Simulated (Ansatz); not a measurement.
What does this script print? It uses Ansatz 0.2.0 through its Python package.

Input file `c2h3br2f.xyz`:
```text
8

F    -0.52870   -0.54410    1.58760
C     0.33040   -0.07600    0.66160
Br    1.74670   -1.37720    0.55490
C    -0.24330    0.06080   -0.69940
Br   -1.52840    1.57360   -0.73730
H     0.77660    0.87740    1.01670
H     0.43020    0.23380   -1.49410
H    -0.89140   -0.80550   -0.94580
```

`methods_c2h3br2f.py`
```python
"""One geometry of C2H3Br2F, method by method."""

from pathlib import Path

import ansatz
import numpy as np


def main() -> None:
    system = ansatz.Crystal.molecule_from_extxyz("c2h3br2f.xyz")

    job = system.calculation().basis(gaussian="def2-SVP")

    print("functional    E (Ha)        dipole (D)   HOMO (eV)  LUMO (eV)")
    for name in ["b3lyp", "pbe", "blyp", "lc_wpbe"]:
        data = job.functional(name).forces().orbitals().run(threads=1, runs_dir="runs").report
        lines = Path(data["orbitals_path"]).read_text().splitlines()
        field_of = lambda key: [line.split("=")[1].strip() for line in lines if line.startswith(key)]
        orbitals = [(27.211386 * float(e), s, float(n)) for e, s, n in zip(field_of("Ene="), field_of("Spin="), field_of("Occup="))]
        homo = max(e for e, _, n in orbitals if n > 0.5)
        lumo = min(e for e, _, n in orbitals if n < 0.5)
        dipole = 4.803205 * np.linalg.norm(data["charge_distribution"]["dipole_moment_e_ang"])
        print(f"{name:10s} {data['free_energy_ev'] / 27.211386246:14.6f} {dipole:9.3f} {homo:11.3f} {lumo:10.3f}")


if __name__ == "__main__":
    main()
```

```console
$ python methods_c2h3br2f.py
functional    E (Ha)        dipole (D)   HOMO (eV)  LUMO (eV)
b3lyp        -5325.454403     1.299      -7.834     -0.976
pbe          -5324.433278     1.154      -6.780     -1.777
blyp         -5325.396754     1.158      -6.539     -1.572
lc_wpbe      -5324.589205     1.333     -11.010      1.556
```

Caveats:
- Total energies depend on the basis set; only differences at equal settings carry meaning.
- The geometry is a force-field or estimated start, not a minimum of this method, and the basis set is short of its limit. A lower total doesn't mark the better method: functionals have no common bound, and MP2 and coupled cluster aren't variational.
- b3lyp holds the VWN-RPA fit, as in Gaussian; the form of ORCA and Turbomole is b3lyp5.
- Levels such as HOMO and LUMO are orbital energies: with these approximate functionals they aren't the ionisation energy and electron affinity, and their gap isn't the fundamental gap.
- Wall time of the script: 24 s on 1 thread of Arm Neoverse V1 (shared host), peak memory 0.38 GiB.
